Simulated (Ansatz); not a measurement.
**H6OSSi2: one species, many methods**

The task here is to estimate one member of a computed series from the others.

Program: Ansatz 0.2.0, Gaussian basis. Level of theory: functionals in def2-TZVPP, the program's frozen cores in correlated methods. These are calculated values, not measurements.

Plan: LDA (SPW92), PBE-D4, revPBE-D4, BLYP-D4, r2SCAN-D4, B97M-V, PBE0-D4, B3LYP-D4, r2SCANh-D4, r2SCAN0-D4, HSE06-D4, BHLYP-D4, CAM-B3LYP-D4, LC-ωPBE, ωB97X-V, ωB97M-V, B2PLYP, PBE-QIDH; CCSD(T)/def2-SVP; CCSD(T)/def2-TZVPP; MP2/def2-QZVPP; extrapolation to the limit; RPA on PBE.

### The relaxed structure

All runs share one geometry, relaxed beforehand with PBE0-D4 in a triple-zeta def2 set.

SMILES `O[SiH]([SiH3])S`, 10 atoms, charge 0, spin multiplicity 1.

Atoms are counted from 1 here; the program's logs count them from 0.

Bond lengths: O1–Si2 1.647 Å, O1–H5 0.959 Å, Si2–Si3 2.335 Å, Si2–S4 2.148 Å, Si2–H6 1.489 Å, Si3–H7 1.487 Å, Si3–H8 1.487 Å, Si3–H9 1.487 Å, S4–H10 1.343 Å. Angles: Si2–O1–H5 117.6°, O1–Si2–Si3 106.3°, O1–Si2–S4 112.8°, O1–Si2–H6 111.1°, Si3–Si2–S4 108.2°, Si3–Si2–H6 113.2°, S4–Si2–H6 105.3°, Si2–Si3–H7 108.9°, Si2–Si3–H8 109.5°, Si2–Si3–H9 111.0°, H7–Si3–H8 109.1°, H7–Si3–H9 109.1°, H8–Si3–H9 109.2°, Si2–S4–H10 94.5°.

Coordinates:

```xyz
10
charge 0, multiplicity 1
O    -1.8217    0.5701   -0.1893
Si   -0.1790    0.5982   -0.0691
Si    0.4443   -1.4424    0.8799
S     0.7913    0.7736   -1.9774
H    -2.2383    1.2342   -0.7423
H     0.2814    1.7764    0.7165
H     1.8842   -1.3841    1.2466
H     0.2392   -2.5332   -0.1099
H    -0.3577   -1.7309    2.0982
H     1.0395    2.0869   -1.8502
```

The first run:

File in.yaml:

```yaml
crystal:
  periodic: [false, false, false]
  atoms:
    - {symbol: O, position_ang: [-1.821655, 0.570137, -0.189287]}
    - {symbol: Si, position_ang: [-0.178996, 0.598202, -0.069109]}
    - {symbol: Si, position_ang: [0.444342, -1.442392, 0.879874]}
    - {symbol: S, position_ang: [0.791284, 0.773583, -1.977393]}
    - {symbol: H, position_ang: [-2.238278, 1.234199, -0.742270]}
    - {symbol: H, position_ang: [0.281428, 1.776429, 0.716469]}
    - {symbol: H, position_ang: [1.884193, -1.384081, 1.246572]}
    - {symbol: H, position_ang: [0.239177, -2.533161, -0.109935]}
    - {symbol: H, position_ang: [-0.357748, -1.730866, 2.098236]}
    - {symbol: H, position_ang: [1.039455, 2.086851, -1.850157]}
basis:
  gaussian: {orbitals: def2-TZVPP}
hamiltonian: {xc: lda}
output: {orbitals: {seedname: orbitals}}
```

Started as:

```
$ ansatz run in.yaml --threads 2 --pin off --events-out ev --progress --plain --max-ram 4352MiB
```

Steps of the session up to this table: LDA; PBE-D4 (GGA); revPBE-D4 (GGA); BLYP-D4 (GGA); r2SCAN-D4 (meta-GGA); B97M-V (meta-GGA); PBE0-D4 (hybrid); B3LYP-D4 (hybrid); r2SCANh-D4 (hybrid); r2SCAN0-D4 (hybrid); HSE06-D4 (hybrid); BHLYP-D4 (hybrid); CAM-B3LYP-D4 (range-separated); LC-ωPBE (range-separated); ωB97X-V (range-separated); ωB97M-V (range-separated); B2PLYP (double hybrid); PBE-QIDH (double hybrid).

One of the session's tables, all rows but one given; the rest of the session is left out.

It belongs to the step «Frontier levels by functional». 

```
  functional  HOMO (eV)  gap (eV)
 LDA (SPW92)      -6.53      5.16
      PBE-D4      -6.40      5.23
   revPBE-D4      -6.35      5.26
     BLYP-D4      -6.23      5.18
   r2SCAN-D4      -6.68      5.82
      B97M-V      -6.80      5.70
     PBE0-D4      -7.61      7.28
    B3LYP-D4      -7.36      6.82
  r2SCANh-D4      -7.13      6.55
  r2SCAN0-D4      -7.80      7.65
    HSE06-D4          ?         ?
    BHLYP-D4      -8.67      9.21
CAM-B3LYP-D4      -8.91      9.59
     LC-ωPBE     -10.31     12.14
     ωB97X-V      -9.95     11.64
     ωB97M-V      -9.77     11.16
```

Q: Estimate the row for HSE06-D4 from the others.

As computed: HOMO (eV): -7.21; gap (eV): 6.51. In the column «HOMO (eV)» it lies between B3LYP-D4 (-7.36) and r2SCANh-D4 (-7.13).
